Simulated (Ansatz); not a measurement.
**C10H20: basis-set convergence**

How large a basis does C10H20 need? Two functionals are run in growing sets.

Computed with Ansatz 0.2.0, Gaussian basis. Level: one geometry, several basis sets.

Levels to be run: PBE0-D4/def2-SVP; ωB97M-V/def2-SVP; PBE0-D4/def2-QZVPP; ωB97M-V/def2-QZVPP; the functionals' def2-TZVPP values are taken from earlier runs.

## Step 1: The geometry

The geometry comes from an earlier relaxation with PBE0-D4 in a triple-zeta def2 set; it is a stationary point, not always the lowest conformer.

SMILES `CCCCCC1CCCC1`, 30 atoms, charge 0, spin multiplicity 1.

Atoms are counted from 1 here; the program's logs count them from 0.

Bond lengths: C1–C2 1.519 Å, C1–H11 1.094 Å, C1–H12 1.093 Å, C1–H13 1.094 Å, C2–C3 1.521 Å, C2–H14 1.095 Å, C2–H15 1.097 Å, C3–C4 1.523 Å, C3–H16 1.098 Å, C3–H17 1.096 Å, C4–C5 1.521 Å, C4–H18 1.096 Å, C4–H19 1.096 Å, C5–C6 1.526 Å, C5–H20 1.097 Å, C5–H21 1.096 Å, C6–C7 1.531 Å, C6–C10 1.530 Å and more. Angles: C2–C1–H11 111.1°, C2–C1–H12 111.7°, C2–C1–H13 111.1°, H11–C1–H12 107.7°, H11–C1–H13 107.4°, H12–C1–H13 107.7°, C1–C2–C3 112.7°, C1–C2–H14 109.3°, C1–C2–H15 109.7°, C3–C2–H14 109.9°, C3–C2–H15 109.0°, H14–C2–H15 106.1°, C2–C3–C4 114.5°, C2–C3–H16 109.2°, C2–C3–H17 108.6°, C4–C3–H16 109.4°, C4–C3–H17 109.0°, H16–C3–H17 105.9° and more.

Geometry (Å):

```
C    -2.5226    0.9442   -3.2685
C    -1.6372    0.3475   -2.1884
C    -2.2810    0.3921   -0.8107
C    -1.4625   -0.2703    0.2894
C    -0.1482    0.4312    0.5947
C     0.6196   -0.1702    1.7684
C     1.2001   -1.5530    1.4623
C     2.4693   -1.2703    0.6483
C     2.9300    0.1406    1.0750
C     1.8847    0.6273    2.0899
H    -3.4742    0.4091   -3.3379
H    -2.0454    0.9026   -4.2505
H    -2.7512    1.9924   -3.0547
H    -0.6804    0.8793   -2.1700
H    -1.4007   -0.6940   -2.4387
H    -2.4782    1.4371   -0.5386
H    -3.2620   -0.0944   -0.8674
H    -1.2740   -1.3137    0.0111
H    -2.0607   -0.3062    1.2076
H    -0.3570    1.4849    0.8186
H     0.4906    0.4343   -0.2954
H    -0.0513   -0.2085    2.6340
H     0.5029   -2.2141    0.9435
H     1.4624   -2.0443    2.4046
H     3.2364   -2.0273    0.8226
H     2.2509   -1.2937   -0.4220
H     3.9331    0.1331    1.5058
H     2.9700    0.8086    0.2115
H     2.2120    0.3881    3.1064
H     1.7246    1.7078    2.0490
```

## Step 2: PBE0-D4 in def2-SVP

The input, in.yaml:

```yaml
crystal:
  periodic: [false, false, false]
  atoms:
    - {symbol: C, position_ang: [-2.522631, 0.944186, -3.268529]}
    - {symbol: C, position_ang: [-1.637173, 0.347482, -2.188366]}
    - {symbol: C, position_ang: [-2.280990, 0.392084, -0.810726]}
    - {symbol: C, position_ang: [-1.462534, -0.270296, 0.289421]}
    - {symbol: C, position_ang: [-0.148170, 0.431161, 0.594665]}
    - {symbol: C, position_ang: [0.619605, -0.170186, 1.768357]}
    - {symbol: C, position_ang: [1.200121, -1.553047, 1.462274]}
    - {symbol: C, position_ang: [2.469324, -1.270345, 0.648327]}
    - {symbol: C, position_ang: [2.930002, 0.140605, 1.074967]}
    - {symbol: C, position_ang: [1.884700, 0.627287, 2.089858]}
    - {symbol: H, position_ang: [-3.474158, 0.409090, -3.337857]}
    - {symbol: H, position_ang: [-2.045434, 0.902584, -4.250478]}
    - {symbol: H, position_ang: [-2.751231, 1.992358, -3.054734]}
    - {symbol: H, position_ang: [-0.680385, 0.879277, -2.170006]}
    - {symbol: H, position_ang: [-1.400739, -0.693971, -2.438665]}
    - {symbol: H, position_ang: [-2.478177, 1.437124, -0.538603]}
    - {symbol: H, position_ang: [-3.261960, -0.094432, -0.867420]}
    - {symbol: H, position_ang: [-1.273994, -1.313674, 0.011136]}
    - {symbol: H, position_ang: [-2.060676, -0.306201, 1.207615]}
    - {symbol: H, position_ang: [-0.356979, 1.484900, 0.818637]}
    - {symbol: H, position_ang: [0.490555, 0.434333, -0.295373]}
    - {symbol: H, position_ang: [-0.051278, -0.208540, 2.634048]}
    - {symbol: H, position_ang: [0.502877, -2.214131, 0.943478]}
    - {symbol: H, position_ang: [1.462435, -2.044288, 2.404568]}
    - {symbol: H, position_ang: [3.236380, -2.027329, 0.822614]}
    - {symbol: H, position_ang: [2.250879, -1.293664, -0.422012]}
    - {symbol: H, position_ang: [3.933079, 0.133116, 1.505842]}
    - {symbol: H, position_ang: [2.970011, 0.808612, 0.211464]}
    - {symbol: H, position_ang: [2.211951, 0.388055, 3.106449]}
    - {symbol: H, position_ang: [1.724632, 1.707838, 2.049020]}
basis:
  gaussian: {orbitals: def2-SVP}
hamiltonian: {xc: pbe0, dispersion: d4}
output: {orbitals: {seedname: orbitals}}
```

Command:

```
> ansatz run in.yaml --threads 4 --pin off --events-out ev --progress --plain --max-ram 46080MiB --backend cpu
```

The runs that follow: ωB97M-V in def2-SVP; PBE0-D4 in def2-QZVPP; ωB97M-V in def2-QZVPP.

Before running them: what should the planned runs give, taken together? Wanted: PBE0-D4: double and triple zeta above quadruple; ωB97M-V: double and triple zeta above quadruple.

As calculated:

| quantity | value |
| --- | --- |
| PBE0-D4: double and triple zeta above quadruple | 11.91, 0.60 eV |
| ωB97M-V: double and triple zeta above quadruple | 12.62, 0.58 eV |

For PBE0-D4 the step from double to triple zeta gains 11.31 eV and the next only 0.60 eV. Total energies overstate the basis error of differences, where much of it tends to cancel. The LUMO of ωB97M-V is positive and keeps falling with the basis (3.20 to 1.80 eV): an unbound level that the basis holds in place.
